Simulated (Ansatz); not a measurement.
# CH₂SeSi (SMILES C#[Si][SeH]): a short trajectory

Aim: follow the atoms for 80 steps of 0.5 fs with a Langevin thermostat, with velocities drawn for 300 K.

Computed with Ansatz 0.2.0, Gaussian basis. Level: PBE0-D4/def2-SVP.

## (1) Where the work starts

SMILES `C#[Si][SeH]`, 5 atoms, charge 0, spin multiplicity 1.

Atoms are counted from 1 here; the program's logs count them from 0.

Bond lengths: C1–Si2 1.706 Å, C1–H4 1.081 Å, Si2–Se3 2.278 Å, Se3–H5 1.451 Å. Angles: Si2–C1–H4 122.9°, C1–Si2–Se3 156.5°, Si2–Se3–H5 91.8°.

Coordinates:

```mol
CH2SeSi
  3D, bonds by distance, orders not assigned

  5  4  0  0  0  0  0  0  0  0999 V2000
   -0.9466   -1.3949    0.5961 C   0  0
   -0.3267    0.0524   -0.0593 Si  0  0
    0.7902    2.0379   -0.0547 Se  0  0
   -1.5324   -2.0976    0.0201 H   0  0
    2.0156    1.4021   -0.5022 H   0  0
  1  2  8  0
  1  4  8  0
  2  3  8  0
  3  5  8  0
M  END
```

## (2) Dynamics

md/in.yaml reads:

```yaml
crystal:
  periodic: [false, false, false]
  atoms:
    - {symbol: C, position_ang: [-0.946640, -1.394920, 0.596130]}
    - {symbol: Si, position_ang: [-0.326710, 0.052450, -0.059350]}
    - {symbol: Se, position_ang: [0.790190, 2.037930, -0.054670]}
    - {symbol: H, position_ang: [-1.532420, -2.097560, 0.020130]}
    - {symbol: H, position_ang: [2.015590, 1.402090, -0.502240]}
basis:
  gaussian: {orbitals: def2-SVP}
hamiltonian: {xc: pbe0, dispersion: d4}
md: {n_steps: 80, timestep: 0.5, temperature: 300, ensemble: nvt_langevin, seed: 949, friction: 0.002, initial_velocities: maxwell_boltzmann}
```

On the command line:

```console
$ ansatz run in.yaml --threads 2 --pin off --events-out ev --progress --plain --max-ram 3481MiB
```

Before running it: what results should come out? Wanted: temperature at the start; mean temperature, second half; lowest and highest potential energy, from the first frame; largest change of potential + kinetic.

**Answer**, as computed:

```
                                                 quantity              value
                                                   length  80 steps, 40.0 fs
                                 temperature at the start              240 K
                            mean temperature, second half              212 K
lowest and highest potential energy, from the first frame     -89 and 84 meV
                    largest change of potential + kinetic           21.9 meV
```

What this shows: The thermostat trades energy with the molecule, so the sum of potential and kinetic energy isn't conserved: it changes by +21 meV over the run. The mean temperature of the second half is still well below the 300 K set. The instant temperature ranges from 110 to 377 K, as energy passes between motion and strain. The molecule keeps its bonds. Under Langevin the temperature counts 3N degrees of freedom, more than the drawn velocities fill, so it starts at 240 K, not 300 K.
